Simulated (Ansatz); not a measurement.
# TiAl6N8: the cost of one run

Method: DFT PBE-D3(BJ), scalar-relativistic, plane waves, PAW, in Ansatz 0.2.0.

1 further run of the same task is left out (it didn't finish).

## (1) The starting structure

Symmetry: P1, No. 1, triclinic system. The conventional cell has a = 5.031 Å, b = 5.336 Å, c = 6.162 Å, α = 90.00°, β = 90.00°, γ = 90.00°. Around Al (site symmetry 1) lie 4 N at 1.82 to 1.92 Å. Al (site symmetry 1) has 4 N at 1.83 to 1.87 Å as nearest neighbours. Around N (site symmetry 1) lie 3 Al at 1.85 to 1.90 Å and 1 Ti at 1.91 Å. Around N (site symmetry 1) lie 4 Al at 1.85 to 1.92 Å. Al (site symmetry 1) has 4 N at 1.85 to 1.92 Å as nearest neighbours. Ti (site symmetry 1) has 4 N at 1.87 to 1.93 Å as nearest neighbours. N (site symmetry 1) is surrounded by 3 Al at 1.83 to 1.89 Å and 1 Ti at 1.93 Å. N (site symmetry 1) has 2 Al at 1.82 to 1.88 Å and 1 Ti at 1.92 Å as nearest neighbours. Only part of the 15 independent sites is listed.

The input asks for a charge of -1 e on the cell.

Structure file:

```cif
data_structure
_symmetry_space_group_name_H-M 'P 1'
_symmetry_Int_Tables_number 1
_cell_length_a 6.1620
_cell_length_b 5.3364
_cell_length_c 5.0310
_cell_angle_alpha 90.000
_cell_angle_beta 90.000
_cell_angle_gamma 90.000
_cell_volume 165.44
loop_
_atom_site_label
_atom_site_type_symbol
_atom_site_fract_x
_atom_site_fract_y
_atom_site_fract_z
_atom_site_occupancy
Al1 Al 0.49227 0.32170 0.00061 1
Al2 Al 0.49385 0.67265 0.50633 1
N1 N 0.50124 0.34720 0.37775 1
N2 N 0.50135 0.66053 0.87414 1
Al3 Al 0.24933 0.83354 0.00189 1
Ti1 Ti 0.25037 0.17012 0.49871 1
N3 N 0.25032 0.82640 0.37724 1
N4 N 0.24852 0.16578 0.88036 1
Al4 Al 0.00248 0.67013 0.50458 1
N5 N 0.99940 0.33706 0.39006 1
N6 N 0.00000 0.67596 0.88056 1
Al5 Al 0.75181 0.83342 0.00530 1
Al6 Al 0.74408 0.17281 0.49933 1
N7 N 0.74327 0.83756 0.38553 1
N8 N 0.73944 0.15059 0.88836 1
```

## (2) End point A relaxed

The input, input.yaml:

```yaml
crystal:
  lattice:
    - [-3.081, -5.336449, 0.0]
    - [4.6215, -2.668224, 0.0]
    - [0.0, 0.0, 5.031]
  atoms:
    - { symbol: Al, position: [0.4922671, 0.3216972, 0.0006111] }
    - { symbol: Al, position: [0.4938472, 0.6726466, 0.5063298] }
    - { symbol: "N", position: [0.5012396, 0.3472029, 0.3777478] }
    - { symbol: "N", position: [0.5013455, 0.6605342, 0.8741393] }
    - { symbol: Al, position: [0.2493307, 0.8335415, 0.0018923] }
    - { symbol: Ti, position: [0.2503685, 0.1701169, 0.4987137], spin: 1.0 }
    - { symbol: "N", position: [0.2503209, 0.8264031, 0.3772381] }
    - { symbol: "N", position: [0.2485193, 0.1657835, 0.8803563] }
    - { symbol: Al, position: [0.0024776, 0.670134, 0.5045756] }
    - { symbol: "N", position: [-0.0005957, 0.3370611, 0.3900559] }
    - { symbol: "N", position: [3.2e-06, 0.6759595, 0.880564] }
    - { symbol: Al, position: [0.7518088, 0.8334181, 0.0053033] }
    - { symbol: Al, position: [0.744077, 0.1728149, 0.4993299] }
    - { symbol: "N", position: [0.7432656, 0.8375597, 0.3855288] }
    - { symbol: "N", position: [0.7394422, 0.1505935, 0.8883631] }
magnetization:
  spin_polarized: true
total_charge: -1
basis:
  ecutwfc: 420.0
kpoints:
  mp_grid: { grid: [2, 2, 2] }
hamiltonian:
  xc: pbe
  dispersion: d3bj
  pseudopotentials: { kind: paw, azcp: { folder: soft_1 } }
scf:
  occupations: { method: gaussian, width: 0.05 }
  lower_state_search: "off"
relax:
  f_tol: 0.03
  max_steps: 60
  adjacent_minimum: "off"
output:
  write_density: true
  write_potential: true
  elf: true
  volumetric_format: npy
```

Command:

```bash
$ ansatz run input.yaml --threads 1 --pin off --max-ram 3072MiB --backend cpu --events-out ev --progress --plain --runs-dir out
```

**Question.** How long does this run take on 1 thread of Arm Neoverse V2, shared host, and how much memory does it need?

About 46 s, with a peak of 0.48 GiB.
